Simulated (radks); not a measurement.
# Nd⁴⁺ in [Xe] 4f2: an all-electron calculation

An exercise on one series of results from a longer session: the logs are not shown, and one member is left open.

Program: radks (a radial shooting solver on a logarithmic mesh, Libxc functionals) version 1. Level of theory: scalar-relativistic Kohn-Sham, r2SCAN, spin-unpolarised, spherical densities, finite nucleus. These are calculated values, not measurements, unless marked.

## What is computed

- element: neodymium (Z = 60)
- charge: +4
- electrons: 56
- configuration: [Xe] 4f2
- nuclear rms radius: 4.9123 fm

Outer shells as boxes (Hund's rule):

Nd⁴⁺
```
[Xe] core
4f [↑ ][↑ ][  ][  ][  ][  ][  ]
```

The first run:

Input:

```text
Z 60
configuration [Xe] 4f2 6s0 5d0 6p0 5f0
relativity scalar-relativistic
functional r2scan,r2scan
spin unpolarised
nucleus finite rms 4.9123 fm
c 137.035999084
```

One of the session's tables, all rows but one given; the rest of the session is left out.

It belongs to the step «Shells». From the orbitals of this run (lengths in bohr):

```
level      <r>  outermost maximum (interpolated)  90 % within  nodes
   1s  0.02363                            0.0151       0.0427      0
   2s   0.1010                            0.0855        0.156      1
   2p  0.08882                            0.0689        0.145      0
   3s   0.2659                             0.243        0.390      2
   3p   0.2642                             0.239        0.395      1
   3d   0.2418                             0.196        0.377      0
   4s   0.6050                             0.564        0.867      3
   4p   0.6392                             0.588        0.927      2
   4d   0.6979                             0.615         1.05      1
   5s    1.405                              1.29         2.00      4
   5p    1.577                              1.43         2.26      3
   4f   0.9004                             0.636         1.50      0
   5d        ?                                 ?            ?      ?
   6s    3.040                              2.85         4.31      5
```

Estimate the missing values for 5d.

**Answer.** <r>: 2.014; outermost maximum (interpolated): 1.77; 90 % within: 2.95; nodes: 2. In the column «<r>» it lies between 5p (1.577) and 6s (3.040).

Caveats from the session: Spin polarisation and multiplet splitting are left out.
